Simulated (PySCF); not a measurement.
# CoCl₂: structure of the quartet

Aim: relax CoCl₂ as a quartet from a bent start, check by its vibrations whether the end is a minimum, and collect its spectrum and constants.

Computed with PySCF 2.14.0. Level: PBE, basis Co def2-TZVP, Cl def2-TZVP, no relativity, density fitting.

## 1. Where the work starts

3 atoms, charge 0, spin multiplicity 4.

Bond lengths: Co1–Cl2 2.100 Å, Co1–Cl3 2.100 Å. Angles: Cl2–Co1–Cl3 110.0°.

```xyz
3
charge 0 multiplicity 4
Co    0.0000    0.0000    0.0000
Cl    1.7202    0.0000    1.2045
Cl   -1.7202    0.0000    1.2045
```

## 2. The SCF at the typed geometry

The steps below are one call of a driver around PySCF. For each, scf.py gives the equivalent set-up of the SCF; relaxations use the driver's own optimiser. After this first run the driver tries any further starts and a stability analysis.

Input file scf.py:

```python
from pyscf import gto, scf, dft
mol = gto.M(atom='''
Co     0.000000     0.000000     0.000000
Cl     1.720200     0.000000     1.204500
Cl    -1.720200     0.000000     1.204500''',
    basis={'Co': 'def2-TZVP', 'Cl': 'def2-TZVP'},
    charge=0, spin=3)
mf = dft.UKS(mol, xc='PBE')
mf.grids.atom_grid = (50, 194)
aux = {'Co': 'def2-universal-JKFIT', 'Cl': 'def2-universal-JKFIT'}
mf = mf.density_fit(auxbasis=aux)
mf.conv_tol = 1e-08
mf.diis_space = 10
mf.max_cycle = 60
mf.init_guess = 'minao'
mf.verbose = 4
mf.kernel()
```

On the command line:

```console
OMP_NUM_THREADS=4 python axn.py task.json out
```

The runs that follow: Relaxing the quartet from the bent start; Hessian and properties.

Q: Predict the outcome of this session. Wanted: minimum; geometry; wavenumbers; dipole moment; highest occupied, lowest empty level; polar-tensor charge of Co1; zero-point energy; atomisation energy; ⟨S²⟩.

**Answer**, as computed:

| quantity | value |
| --- | --- |
| minimum | quartet, D∞h |
| geometry | Co–Cl 2.077 Å (×2); Cl–Co–Cl 180.0° |
| wavenumbers (cm⁻¹) | 72 (πu), 352 (σg+), 500 (σu+) |
| dipole moment | 0.00 D |
| highest occupied, lowest empty level (either spin) | -6.58, -6.16 eV |
| polar-tensor charge of Co1 | +0.87 e |
| zero-point energy | 6.0 kJ/mol |
| entropy at 298.15 K | 293.7 J/(mol K) |
| atomisation energy (no zero-point energy) | 843 kJ/mol |
| ⟨S²⟩ | 3.759 |

**Reading.** The bent start (C2v) ends in a minimum of D∞h symmetry. The strongest infrared band lies at 500 cm⁻¹ (σu+, stretch). Co1 has a polar-tensor charge of +0.9 e (a dipole derivative, not a static charge), yet symmetry cancels the bond dipoles. Most of the spin sits on Co1 (Mulliken spin 2.49, against 3 for the whole molecule). The first SCF alone would have been 4 kJ/mol too high. Other starts or spin states, not run here, may lie lower. One determinant may miss the lowest occupation of an open d or f shell.
